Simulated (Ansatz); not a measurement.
# La3TlC, space group Pm-3m: a band structure

With Ansatz's Python interface.

Contents of `la3tlc.vasp`:
```text
La3TlC
1.0
   5.24077264    0.00000000    0.00000000
   0.00000000    5.24077264    0.00000000
   0.00000000    0.00000000    5.24077264
La Tl C
3 1 1
Direct
   0.50000000    0.00000000    0.50000000
   0.00000000    0.50000000    0.50000000
   0.50000000    0.50000000    0.00000000
   0.00000000    0.00000000    0.00000000
   0.50000000    0.50000000    0.50000000
```

The cells in order, each with its output:

**Cell 1**
```python
import warnings

import ansatz as az
from ase.io import read
import numpy as np
```

**Cell 2**
```python
warnings.simplefilter("ignore", az.DeckWarning)

atoms = read("la3tlc.vasp", format="vasp")
xtal = az.Crystal.from_ase(atoms)
```

**Cell 3**
```python
# vertices of the path, as fractions of the reciprocal vectors
path = [
    ("G", (0.0, 0.0, 0.0)),
    ("X", (0.0, 0.5, 0.0)),
    ("M", (0.5, 0.5, 0.0)),
    ("G", (0.0, 0.0, 0.0)),
    ("R", (0.5, 0.5, 0.5)),
    ("X", (0.0, 0.5, 0.0)),
]
model = xtal.calculation()
model = model.basis(500).functional("r2scan")
model = model.kpoints(density=3.4)
model = model.occupations(az.OccupationsMethod.COLD, width=0.15)
model = model.pseudopotentials("paw").band_structure([point for _, point in path], intervals=6)
model = model.scf(extra_bands=6)
planned = model.session().plan(threads=1)
facts = planned.describe()
print("plan:", facts["n_bands"], "bands,", len(facts["kpoints_frac"]), "k-points, plane waves", facts["n_pw_range"], "grid", facts["fft_dense"])
done = planned.execute()
report = done.report
```
Output:
```text
plan: 31 bands, 10 k-points, plane waves [3643, 3743] grid [40, 40, 40]
```

**Cell 4**
```python
report["published_state_doubts"]
```
Output:
```text
[]
```

**Cell 5**
```python
report["kweights"]
```
Output:
```text
[0.008, 0.048, 0.048, 0.096, 0.192, 0.096, 0.064, 0.192, 0.192, 0.064]
```

**Cell 6**
```python
print("%-22s %14.5f eV" % ("F = E - TS", report["free_energy_ev"]))
print("%-22s %14.5f eV" % ("E", report["internal_energy_ev"]))
print("%-22s %14.5f eV" % ("Harris-Foulkes", report["harris_foulkes_ev"]))
print("%-22s %14.5f eV" % ("Fermi level", report["fermi_energy_ev"]))
```
Output:
```text
F = E - TS               -30506.38248 eV
E                        -30506.38396 eV
Harris-Foulkes           -30506.38248 eV
Fermi level                  10.82047 eV
```

**Cell 7**
```python
bands = done.band_structure()
fermi = bands.fermi_energy_ev
print(f"zero of the bands: {fermi:.3f} eV, the Fermi level found on the SCF mesh")
for spin, channel in enumerate(bands.channels):
    levels = channel.eigenvalues_ev - fermi
    crossing = [b for b in range(levels.shape[1]) if levels[:, b].min() < 0 < levels[:, b].max()]
    print(f"channel {spin}: bands that cross the Fermi level on this path:", [b + 1 for b in crossing] or "none")
    shown = crossing or sorted(np.argsort(np.abs(levels).min(axis=0))[:2])
    for k, row in zip(bands.kpoints_frac, levels[:, shown]):
        print(f"{k[0]:7.3f} {k[1]:7.3f} {k[2]:7.3f}  ", " ".join(f"{e:8.3f}" for e in row))
```
Output:
```text
zero of the bands: 10.820 eV, the Fermi level found on the SCF mesh
channel 0: bands that cross the Fermi level on this path: [23, 24, 25, 26, 27]
  0.000   0.000   0.000     -0.299   -0.299   -0.009   -0.009   -0.009
  0.000   0.083   0.000     -0.302   -0.284   -0.176    0.041    0.041
  0.000   0.167   0.000     -0.463   -0.244   -0.124    0.060    0.060
  0.000   0.250   0.000     -0.535   -0.184   -0.040   -0.040    0.154
  0.000   0.333   0.000     -0.562   -0.200   -0.200   -0.117    0.498
  0.000   0.417   0.000     -0.541   -0.353   -0.353   -0.063    0.829
  0.000   0.500   0.000     -0.482   -0.459   -0.459   -0.042    0.983
  0.083   0.500   0.000     -0.547   -0.529   -0.526    0.097    0.972
  0.167   0.500   0.000     -0.683   -0.649   -0.644    0.380    0.978
  0.250   0.500   0.000     -0.802   -0.801   -0.793    0.716    1.057
  0.333   0.500   0.000     -0.955   -0.940   -0.868    1.065    1.223
  0.417   0.500   0.000     -1.063   -1.036   -0.912    1.368    1.447
  0.500   0.500   0.000     -1.102   -1.070   -0.926    1.506    1.506
  0.417   0.417   0.000     -1.073   -1.012   -0.888    1.278    1.319
  0.333   0.333   0.000     -0.988   -0.930   -0.686    0.806    0.900
  0.250   0.250   0.000     -0.846   -0.831   -0.350    0.382    0.438
  0.167   0.167   0.000     -0.638   -0.625   -0.038    0.046    0.074
  0.083   0.083   0.000     -0.349   -0.210   -0.207   -0.009    0.057
  0.000   0.000   0.000     -0.299   -0.299   -0.009   -0.009   -0.009
  0.083   0.083   0.083     -0.376   -0.376   -0.051   -0.040   -0.040
  0.167   0.167   0.167     -0.651   -0.501   -0.501    0.222    0.222
  0.250   0.250   0.250     -1.196   -0.475   -0.475    0.667    0.667
  0.333   0.333   0.333     -1.148   -0.274   -0.274    1.171    1.171
  0.417   0.417   0.417     -0.389    0.056    0.056    1.603    1.603
  0.500   0.500   0.500      0.264    0.264    0.264    1.614    1.614
  0.417   0.500   0.417     -0.149   -0.050    0.204    1.679    1.693
  0.333   0.500   0.333     -0.750   -0.616    0.065    1.411    1.460
  0.250   0.500   0.250     -1.123   -1.074   -0.104    1.101    1.129
  0.167   0.500   0.167     -1.130   -1.011   -0.280    0.618    0.976
  0.083   0.500   0.083     -0.688   -0.669   -0.425    0.190    0.962
  0.000   0.500   0.000     -0.482   -0.459   -0.459   -0.042    0.983
```

Notes:
- Absolute energies stand on the zero of these potentials, so only differences at equal settings mean something. A total without «per atom» is that of the cell as typed.
- Under cold or Methfessel-Paxton smearing the entropy term is a generalised one and can be negative.
- The computed bands are complete only to about 1.8 eV above the Fermi level.
- The mesh is modest for a metal, so energies can be off by several to tens of meV an atom and pressures by half a GPa or more; differences at equal mesh fare better.
- An absolute Fermi energy rests on an arbitrary zero of the periodic potential and has no direct meaning.
- Spin-orbit coupling, which matters for elements this heavy, is left out.
- The structure comes from a database of computed cells and needn't be a stable or known phase.
- Levels are Kohn-Sham eigenvalues on this mesh, without spin-orbit coupling.
- Finished in 17 s on 1 thread of Arm Neoverse V1 (shared host), peak memory 0.73 GiB.
